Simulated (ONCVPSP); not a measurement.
# An ONCV potential for chlorine, from input to tests

Do these settings give a usable potential? It is generated, then checked for transferability, scattering, ghosts and hardness.

The numbers are computed with ONCVPSP 4.0.1 (revPBE, scalar-relativistic, spin-unpolarised reference atom).

**1. The atom and the settings**

The settings as typed:

* element: chlorine (Cl, Z = 17)
* type: optimised norm-conserving Vanderbilt (ONCV)
* frozen core: [He]
* valence charge: 15
* reference configuration: 2s2 2p6 3s2 3p5
* partial waves: 2s+3s: rc 0.75 bohr, ncon 5, nbas 10, qcut 17.2 1/bohr, 2 projectors; 2p+3p: rc 0.60 bohr, ncon 4, nbas 7, qcut 23.1 1/bohr, 2 projectors
* local potential: polynomial inside 0.50 bohr (lpopt 2, dvloc0 -1 Ha)
* core correction: polynomial model core, fcfact 0.45

The outer shells as boxes (Hund's rule for the drawing; the calculation is spin-unpolarised):

```
[He] core
2s [↑↓]
2p [↑↓][↑↓][↑↓]
3s [↑↓]
3p [↑↓][↑↓][↑ ]
```

**2. Generating the potential**

File Cl.dat:

```
# ATOM AND REFERENCE CONFIGURATION
# atsym  z   nc   nv     iexc    psfile
  Cl 17.00    1    4  -102130      upf
#
#   n    l    f
    1    0    2.00
    2    0    2.00
    2    1    6.00
    3    0    2.00
    3    1    5.00
#
# PSEUDOPOTENTIAL AND OPTIMIZATION
# lmax
    1
#
#   l,   rc,      ep,       ncon, nbas, qcut
    0    0.75    0.00    5   10   17.20
    1    0.60    0.00    4    7   23.10
#
# LOCAL POTENTIAL
# lloc, lpopt,  rc(5),   dvloc0
    4    2    0.50   -1.00
#
# VANDERBILT-KLEINMAN-BYLANDER PROJECTORs
# l, nproj, debl
    0    2    1.10
    1    2    3.30
#
# MODEL CORE CHARGE
# icmod, fcfact, rcfact
    1    0.45    0.00
#
# LOG DERIVATIVE ANALYSIS
# epsh1, epsh2, depsh
  -11.00    5.00    0.04
#
# OUTPUT GRID
# rlmax, drl
    6.00    0.01
#
# TEST CONFIGURATIONS
# ncnf
    4
# nvcnf
#   n    l    f
    4
    2    0    2.00
    2    1    6.00
    3    0    2.00
    3    1    4.00
#
    4
    2    0    2.00
    2    1    6.00
    3    0    2.00
    3    1    3.00
#
    4
    2    0    2.00
    2    1    6.00
    3    0    2.00
    3    1    2.00
#
    4
    2    0    2.00
    2    1    6.00
    3    0    2.00
    3    1    4.50
#
```

Run with:

```bash
$ oncvpsp.x < Cl.dat > Cl.out
```

Q: Predict the outcome of this session. Wanted: cutoffs for 1 and 0.1 mHa per electron, occupied waves; bound ghosts; GHOST(+) flags; largest miss of a reference level; largest test error; largest phase difference near zero energy, channels read; rms error of d²Exc/dn², without and with the model core.

As calculated:

| quantity | value |
| --- | --- |
| cutoffs for 1 and 0.1 mHa per electron, occupied waves | 217 Ha and 244 Ha |
| bound ghosts | none found |
| GHOST(+) flags | s at 451 eV |
| largest miss of a reference level | 18 meV (2s) |
| largest test error (AE − PS) | +9.5 meV, for 2s2 2p6 3s2 3p2 |
| largest phase difference near zero energy, channels read | 0.000 rad |
| rms error of d²Exc/dn², without and with the model core | 2.17 and 2.83 mHa |

By total energies transferability is good: the largest error is 9.5 meV on 77.6 eV, for 2s2 2p6 3s2 3p2. The potential is very hard: the looser tolerance needs 217 Ha. It is free of bound ghosts as far as tested. Near zero energy the phases of the channels with partial waves agree within 0.001 rad. The program also flags highly localised states, GHOST(+) (s). All of this concerns the isolated atom, not yet a solid.
